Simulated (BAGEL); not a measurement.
# CH6O2Si (SMILES C[SiH](O)O) at HF/cc-pVDZ (density fitting with qzvpp-jkfit)

Aim: the vertical ionisation energy of CH6O2Si at HF/cc-pVDZ (density fitting with qzvpp-jkfit), from 2 runs. 

Program for the calculation: BAGEL 1.2.2.

2 further runs of the same task are left out: 1 that didn't finish, 1 set aside as unsound or not needed. Runs told in other sessions of the task aren't counted.

## 1. The system as given

CH6O2Si: 10 atoms, total charge 0, spin state singlet. SMILES: `C[SiH](O)O`. The shape is that of a PBE0-D4/def2-TZVP optimisation. This is one conformer, not always the lowest.

Bond lengths: C1–Si2 1.852 Å, Si2–O3 1.647 Å, Si2–O4 1.646 Å, C1–H5 1.093 Å, C1–H6 1.093 Å, C1–H7 1.092 Å, Si2–H8 1.484 Å, O3–H9 0.958 Å, O4–H10 0.958 Å. Some angles: C1–Si2–O3 105.2°, C1–Si2–O4 112.8°, O3–Si2–O4 112.2°, C1–Si2–H8 113.0°, O3–Si2–H8 110.8°, O4–Si2–H8 103.1°, Si2–C1–H5 111.0°, Si2–C1–H6 110.6°, Si2–C1–H7 110.8°, Si2–O3–H9 117.2°.

## 2. The energy at HF/cc-pVDZ (density fitting with qzvpp-jkfit)

Input file input.json:

```json
{ "bagel" : [

{
  "title" : "molecule",
  "basis" : "cc-pvdz.json",
  "df_basis" : "qzvpp-jkfit",
  "angstrom" : "true",
  "geometry" : [
    { "atom" : "C", "xyz" : [   -1.293000,    0.347800,   -0.146400 ] },
    { "atom" : "Si", "xyz" : [    0.517500,    0.180000,    0.206800 ] },
    { "atom" : "O", "xyz" : [    0.650400,   -1.156000,    1.160800 ] },
    { "atom" : "O", "xyz" : [    1.425000,    0.058500,   -1.161600 ] },
    { "atom" : "H", "xyz" : [   -1.681100,   -0.549800,   -0.635600 ] },
    { "atom" : "H", "xyz" : [   -1.853400,    0.489100,    0.780800 ] },
    { "atom" : "H", "xyz" : [   -1.484400,    1.203800,   -0.797400 ] },
    { "atom" : "H", "xyz" : [    1.088600,    1.369900,    0.884700 ] },
    { "atom" : "H", "xyz" : [    1.521500,   -1.366900,    1.499800 ] },
    { "atom" : "H", "xyz" : [    1.192100,   -0.627600,   -1.788900 ] }
  ]
},
{
  "title" : "hf"
},
{
  "title" : "print",
  "file" : "orbitals.molden",
  "orbitals" : "true"
}

]}
```

The basis set cc-pVDZ is read from a file made from the Basis Set Exchange's data (not shown).

Run with:

```console
$ BAGEL_NUM_THREADS=1 BAGEL input.json > input.out
```

Log:

```text
* using 1 threads per process

  ===============================================================
  ===============================================================

  *** Geometry ***

  { "atom" : "C", "xyz" : [     -2.443416,      0.657247,     -0.276656 ] },
  { "atom" : "Si", "xyz" : [      0.977933,      0.340151,      0.390795 ] },
  { "atom" : "O", "xyz" : [      1.229078,     -2.184523,      2.193594 ] },
  { "atom" : "O", "xyz" : [      2.692860,      0.110549,     -2.195106 ] },
  { "atom" : "H", "xyz" : [     -3.176819,     -1.038971,     -1.201110 ] },
  { "atom" : "H", "xyz" : [     -3.502418,      0.924265,      1.475498 ] },
  { "atom" : "H", "xyz" : [     -2.805109,      2.274852,     -1.506868 ] },
  { "atom" : "H", "xyz" : [      2.057156,      2.588736,      1.671841 ] },
  { "atom" : "H", "xyz" : [      2.875218,     -2.583067,      2.834211 ] },
  { "atom" : "H", "xyz" : [      2.252743,     -1.185992,     -3.380531 ] },

  Number of auxiliary basis functions:      465

  Since a DF basis is specified, we compute 2- and 3-index integrals:
    o Being stored without compression. Storage requirement is 0.030 GB

  Number of basis functions:       90
  Number of electrons      :       42

    * METHOD: MOLECULE                             0.19

  *** RHF ***

  === Nuclear Repulsion ===
   183.9643717145

      * DIIS with orbital gradients will be used.

  === RHF iteration (cc-pvdz.json) ===
      0       -479.77794112          0.01932026           0.05
      1       -480.01696920          0.01180120           0.05
      2       -480.12410850          0.00152380           0.05
      3       -480.12599535          0.00051721           0.05
      4       -480.12618443          0.00009000           0.05
      5       -480.12619116          0.00001817           0.05
      6       -480.12619150          0.00000654           0.05
      7       -480.12619154          0.00000175           0.05
      8       -480.12619154          0.00000062           0.05
      9       -480.12619154          0.00000016           0.05
     10       -480.12619154          0.00000008           0.05
     11       -480.12619154          0.00000002           0.05
     12       -480.12619154          0.00000000           0.05
    * SCF iteration converged.

    * Permanent dipole moment:
           (    0.038689,     0.318545,     0.163470) a.u.

    * METHOD: HF                                   0.80

    * METHOD: PRINT                                0.01

  ===============================================================
```

Run time: 1.2 s. Hardware: 1 thread of Arm Neoverse V2, shared host; peak memory 0.12 GiB.

## 3. The doublet cation

Input file hf.json:

```json
{ "bagel" : [

{
  "title" : "molecule",
  "basis" : "cc-pvdz.json",
  "df_basis" : "qzvpp-jkfit",
  "angstrom" : "true",
  "geometry" : [
    { "atom" : "C", "xyz" : [   -1.293000,    0.347800,   -0.146400 ] },
    { "atom" : "Si", "xyz" : [    0.517500,    0.180000,    0.206800 ] },
    { "atom" : "O", "xyz" : [    0.650400,   -1.156000,    1.160800 ] },
    { "atom" : "O", "xyz" : [    1.425000,    0.058500,   -1.161600 ] },
    { "atom" : "H", "xyz" : [   -1.681100,   -0.549800,   -0.635600 ] },
    { "atom" : "H", "xyz" : [   -1.853400,    0.489100,    0.780800 ] },
    { "atom" : "H", "xyz" : [   -1.484400,    1.203800,   -0.797400 ] },
    { "atom" : "H", "xyz" : [    1.088600,    1.369900,    0.884700 ] },
    { "atom" : "H", "xyz" : [    1.521500,   -1.366900,    1.499800 ] },
    { "atom" : "H", "xyz" : [    1.192100,   -0.627600,   -1.788900 ] }
  ]
},
{ "title" : "uhf", "charge" : 1, "nopen" : 1 },
{ "title" : "print", "file" : "orbitals.molden", "orbitals" : "true" }

]}
```

The basis set cc-pVDZ is read from a file made from the Basis Set Exchange's data (not shown).

Run with:

```console
$ BAGEL_NUM_THREADS=1 BAGEL hf.json > hf.out
```

Log:

```text
* using 1 threads per process

  ===============================================================
  ===============================================================

  *** Geometry ***

  { "atom" : "C", "xyz" : [     -2.443416,      0.657247,     -0.276656 ] },
  { "atom" : "Si", "xyz" : [      0.977933,      0.340151,      0.390795 ] },
  { "atom" : "O", "xyz" : [      1.229078,     -2.184523,      2.193594 ] },
  { "atom" : "O", "xyz" : [      2.692860,      0.110549,     -2.195106 ] },
  { "atom" : "H", "xyz" : [     -3.176819,     -1.038971,     -1.201110 ] },
  { "atom" : "H", "xyz" : [     -3.502418,      0.924265,      1.475498 ] },
  { "atom" : "H", "xyz" : [     -2.805109,      2.274852,     -1.506868 ] },
  { "atom" : "H", "xyz" : [      2.057156,      2.588736,      1.671841 ] },
  { "atom" : "H", "xyz" : [      2.875218,     -2.583067,      2.834211 ] },
  { "atom" : "H", "xyz" : [      2.252743,     -1.185992,     -3.380531 ] },

  Number of auxiliary basis functions:      465

  Since a DF basis is specified, we compute 2- and 3-index integrals:
    o Being stored without compression. Storage requirement is 0.030 GB

  Number of basis functions:       90
  Number of electrons      :       42

    * METHOD: MOLECULE                             0.19

  *** Open-shell HF ***

  === Nuclear Repulsion ===
   183.9643717145

      * DIIS with orbital gradients will be used.

  === UHF iteration (cc-pvdz.json) ===
      0       -479.40102123          0.03501528           0.10
      1       -479.60154262          0.02583189           0.10
      2       -479.67415926          0.01634566           0.10
      3       -479.73114456          0.00143871           0.10
      4       -479.73281483          0.00087521           0.10
      5       -479.73349623          0.00062499           0.10
      6       -479.73452084          0.00041687           0.10
      7       -479.73511600          0.00028060           0.10
      8       -479.73544588          0.00018963           0.10
      9       -479.73561720          0.00011995           0.10
     10       -479.73567873          0.00006318           0.10
     11       -479.73569348          0.00004722           0.10
     12       -479.73570030          0.00003251           0.10
     13       -479.73570386          0.00002226           0.10
     14       -479.73570599          0.00001338           0.10
     15       -479.73570645          0.00000783           0.10
     16       -479.73570663          0.00000505           0.10
     17       -479.73570671          0.00000378           0.10
     18       -479.73570676          0.00000297           0.10
     19       -479.73570680          0.00000148           0.10
     20       -479.73570681          0.00000069           0.10
     21       -479.73570681          0.00000044           0.10
     22       -479.73570681          0.00000028           0.10
     23       -479.73570681          0.00000015           0.10
     24       -479.73570681          0.00000011           0.10
     25       -479.73570681          0.00000008           0.10
     26       -479.73570681          0.00000006           0.10
     27       -479.73570681          0.00000004           0.10
     28       -479.73570681          0.00000002           0.10
     29       -479.73570681          0.00000001           0.10
     30       -479.73570681          0.00000001           0.10
    * SCF iteration converged.

    * S^2 (UHF) is 0.7740

    * Permanent dipole moment:
           (    1.246256,    -0.414319,     0.235138) a.u.

    * METHOD: UHF                                  3.26

    * METHOD: PRINT                                0.01

  ===============================================================
```

Wall time 3.9 s (1 thread of Arm Neoverse V2, shared host); peak memory 0.12 GiB.

## 4. Summary of results

At HF/cc-pVDZ (density fitting with qzvpp-jkfit):

```
                                          quantity          value
                     singlet CH6O2Si: total energy  -480.12619 Eh
                    singlet CH6O2Si: dipole moment         0.92 D
                      singlet CH6O2Si: HOMO energy      -11.91 eV
                      singlet CH6O2Si: LUMO energy        4.66 eV
                    singlet CH6O2Si: HOMO–LUMO gap       16.57 eV
                      doublet cation: total energy  -479.73571 Eh
                              doublet cation: ⟨S²⟩          0.774
vertical ionisation energy (to the doublet cation)      10.626 eV
```

In words: Removing an electron at fixed nuclei costs 10.63 eV (1025 kJ/mol). The negative HOMO energy of the first species, 11.91 eV, lies 1.29 eV above that difference.
